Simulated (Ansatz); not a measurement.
# BrClFGeH: the cost of one run

Program: Ansatz 0.2.0 through its Python package. The levels of theory stand in the script. These are calculated values, not measurements.

## 1. The structure

Bond lengths: F1–Ge2 1.752 Å, Ge2–Cl3 2.145 Å, Ge2–Br4 2.280 Å, Ge2–H5 1.548 Å. Angles: F1–Ge2–Cl3 107.5°, F1–Ge2–Br4 112.7°, F1–Ge2–H5 110.6°, Cl3–Ge2–Br4 108.1°, Cl3–Ge2–H5 109.6°, Br4–Ge2–H5 108.3°.

No structure file is read: the coordinates are typed or built in the script.

## 2. Script

Input file methods_brclfgeh.py:

```python
from dataclasses import dataclass
from pathlib import Path
import warnings

import ansatz
import numpy as np


@dataclass(frozen=True)
class RunConfig:
    basis_set: str = 'def2-SVP'


cfg = RunConfig()

warnings.simplefilter('ignore', ansatz.DeckWarning)

geometry = (
    ansatz.Crystal.molecule()
    .atom('F', [-0.7643, -0.3205, 1.6099])
    .atom('Ge', [0.0277, 0.0815, 0.1001])
    .atom('Cl', [1.4592, -1.4631, -0.3084])
    .atom('Br', [-1.425, 0.1839, -1.6544])
    .atom('H', [0.7523, 1.4446, 0.2113])
)

calculation = geometry.calculation().basis(gaussian=cfg.basis_set)

print('functional    E (Ha)        dipole (D)   HOMO (eV)  LUMO (eV)')
for name in ['lda', 'hf', 'cam_b3lyp', 'hse06', 'revpbe']:
    r = calculation.functional(name).forces().orbitals().run(threads=1, runs_dir='runs').report
    lines = Path(r['orbitals_path']).read_text().splitlines()
    field_of = lambda key: [line.split('=')[1].strip() for line in lines if line.startswith(key)]
    orbitals = [(27.211386 * float(e), s, float(n)) for e, s, n in zip(field_of('Ene='), field_of('Spin='), field_of('Occup='))]
    homo = max(e for e, _, n in orbitals if n > 0.5)
    lumo = min(e for e, _, n in orbitals if n < 0.5)
    dipole = 4.803205 * np.linalg.norm(r['charge_distribution']['dipole_moment_e_ang'])
    print(f'{name:10s} {r["free_energy_ev"] / 27.211386246:14.6f} {dipole:9.3f} {homo:11.3f} {lumo:10.3f}')
```

## 3. The input behind the calls

The engine receives this input (first run):

```yaml
crystal:
  periodic: [false, false, false]
  atoms:
    - { symbol: F, position_ang: [-0.7643, -0.3205, 1.6099] }
    - { symbol: Ge, position_ang: [0.0277, 0.0815, 0.1001] }
    - { symbol: Cl, position_ang: [1.4592, -1.4631, -0.3084] }
    - { symbol: Br, position_ang: [-1.425, 0.1839, -1.6544] }
    - { symbol: H, position_ang: [0.7523, 1.4446, 0.2113] }
basis:
  gaussian:
    orbitals: def2-SVP
hamiltonian:
  xc: lda
output:
  orbitals: {}
  forces: true
```

## 4. Running it

Command:

```sh
$ python methods_brclfgeh.py
```

Q: Estimate wall time and peak memory on 1 thread of Intel Xeon 6975P-C (Granite Rapids), shared host.

About 11 s, with a peak of 0.35 GiB.
